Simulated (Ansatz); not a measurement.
# LiSi8O16: the cost of one run

All numbers below are computed with Ansatz 0.2.0 (DFT PBE, plane waves, PAW, scalar-relativistic, no spin polarisation).

### 1 The structure to begin with

The cell holds 25 atoms (LiO16Si8): a = 5.846 Å, b = 5.846 Å, c = 5.303 Å, α = 90.00°, β = 90.00°, γ = 90.00°.

The coordinates stand in the first input below.

### 2 End point A

File input.yaml:

```yaml
crystal:
  lattice:
    - [-4.1337, -4.1337, 0.0]
    - [4.1337, -4.1337, 0.0]
    - [0.0, 0.0, 5.3034]
  atoms:
    - { symbol: Si, position: [0.5, 0.5, 0.0] }
    - { symbol: Si, position: [0.0, 0.5, 0.25] }
    - { symbol: O, position: [0.1943, 0.5, 0.0] }
    - { symbol: O, position: [0.0, 0.1943, 0.25] }
    - { symbol: O, position: [0.8057, 0.5, 0.0] }
    - { symbol: O, position: [0.0, 0.8057, 0.25] }
    - { symbol: Si, position: [0.5, 0.5, 0.5] }
    - { symbol: Si, position: [0.0, 0.5, 0.75] }
    - { symbol: O, position: [0.1943, 0.5, 0.5] }
    - { symbol: O, position: [0.0, 0.1943, 0.75] }
    - { symbol: O, position: [0.8057, 0.5, 0.5] }
    - { symbol: O, position: [0.0, 0.8057, 0.75] }
    - { symbol: Si, position: [0.0, 0.0, 0.0] }
    - { symbol: Si, position: [0.5, 0.0, 0.25] }
    - { symbol: O, position: [0.6943, 0.0, 0.0] }
    - { symbol: O, position: [0.5, 0.6943, 0.25] }
    - { symbol: O, position: [0.3057, 0.0, 0.0] }
    - { symbol: O, position: [0.5, 0.3057, 0.25] }
    - { symbol: Si, position: [0.0, 0.0, 0.5] }
    - { symbol: Si, position: [0.5, 0.0, 0.75] }
    - { symbol: O, position: [0.6943, 0.0, 0.5] }
    - { symbol: O, position: [0.5, 0.6943, 0.75] }
    - { symbol: O, position: [0.3057, 0.0, 0.5] }
    - { symbol: O, position: [0.5, 0.3057, 0.75] }
    - { symbol: Li, position: [0.2529824, 0.2594679, 0.874032] }
total_charge: 1
basis:
  ecutwfc: 420.0
kpoints:
  mp_grid: { grid: [2, 2, 2] }
hamiltonian:
  xc: pbe
scf:
  occupations: { method: gaussian, width: 0.02 }
  lower_state_search: "off"
relax:
  f_tol: 0.03
  max_steps: 60
  adjacent_minimum: "off"
```

Command:

```sh
ansatz run input.yaml --threads 1 --pin off --max-ram 3072MiB --backend cpu --events-out ev --progress --plain --runs-dir out
```

**Question.** How long does this run take on 1 thread of AMD EPYC 7B13 (Zen 3), shared host, and how much memory does it need?

About 37 s, with a peak of 0.53 GiB.
